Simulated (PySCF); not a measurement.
# C₅H₄FO+: NMR shifts and spin-spin couplings

Aim: predict the NMR shifts and spin-spin couplings of C₅H₄FO+ (`Fc1cccc[o+]1`).

The runs use PySCF 2.14.0, with density-fitted response routines of our own; the level of theory stands in each step. All values are computed, except where a source is named. Atoms are numbered from 0 throughout.

### Step 1. Starting geometry

11 atoms, charge 1, multiplicity 1; geometry from: GFN2-xTB.

Bonds of the start (Å): F0–C1 1.30, C1–C2 1.38, C2–C3 1.39, C3–C4 1.40, C4–C5 1.37, C5–O6 1.32, O6–C1 1.31, C2–H7 1.08, C3–H8 1.08, C4–H9 1.08, C5–H10 1.08.

### Step 2. Nuclear shieldings: PBE0/pcSseg-1

What the job is given:

```
{"job": {"kind": "nmr", "xc": "PBE0", "basis": "pcSseg-1"}, "charge": 1, "multiplicity": 1}
F      2.554924    -0.908911    -0.150842
C      1.328505    -0.493244    -0.080677
C      0.981659     0.845036    -0.013147
C     -0.374141     1.139649     0.057840
C     -1.307203     0.094052     0.059816
C     -0.839793    -1.195725    -0.011393
O      0.449366    -1.459681    -0.079603
H      1.748906     1.605687    -0.016965
H     -0.703925     2.168045     0.111121
H     -2.367362     0.289104     0.115575
H     -1.465513    -2.081343    -0.017691
```

Level: GIAO PBE0/pcSseg-1 NMR shielding, non-relativistic, gas phase.

**Question.** This job is followed by: B3LYP/pcJ-1 indirect spin-spin coupling, non-relativistic, gas phase. Predict these results of the whole session: 13C shifts against TMS (PBE0/pcSseg-1); 1H shifts against TMS (PBE0/pcSseg-1); 19F shifts against CFCl3 (PBE0/pcSseg-1); 17O shifts against H2O (PBE0/pcSseg-1); largest coupling of the table (B3LYP/pcJ-1).

As calculated:

| quantity | value |
| --- | --- |
| 13C shifts against TMS (PBE0/pcSseg-1) | 178.5, 175.4, 169.6, 132.9, 120.8 ppm |
| 1H shifts against TMS (PBE0/pcSseg-1) | 9.77, 9.30, 8.69, 8.39 ppm |
| 19F shifts against CFCl3 (PBE0/pcSseg-1) | -19.9 ppm |
| 17O shifts against H2O (PBE0/pcSseg-1) | 331.7 ppm |
| largest coupling of the table (B3LYP/pcJ-1) | 1J(F,C) F0–C1, -408.7 Hz |

**Reading.** At PBE0/pcSseg-1: Shielding is most anisotropic at O6 (span 500 ppm, paramagnetic term -390 ppm). NICS(1)zz of -22 ppm above the planar ring from C1 marks a diatropic (aromatic) ring current. Of the pairs tabulated at B3LYP/pcJ-1, F0–C1 couples most strongly (-408.7 Hz; Fermi contact -345.0 Hz).
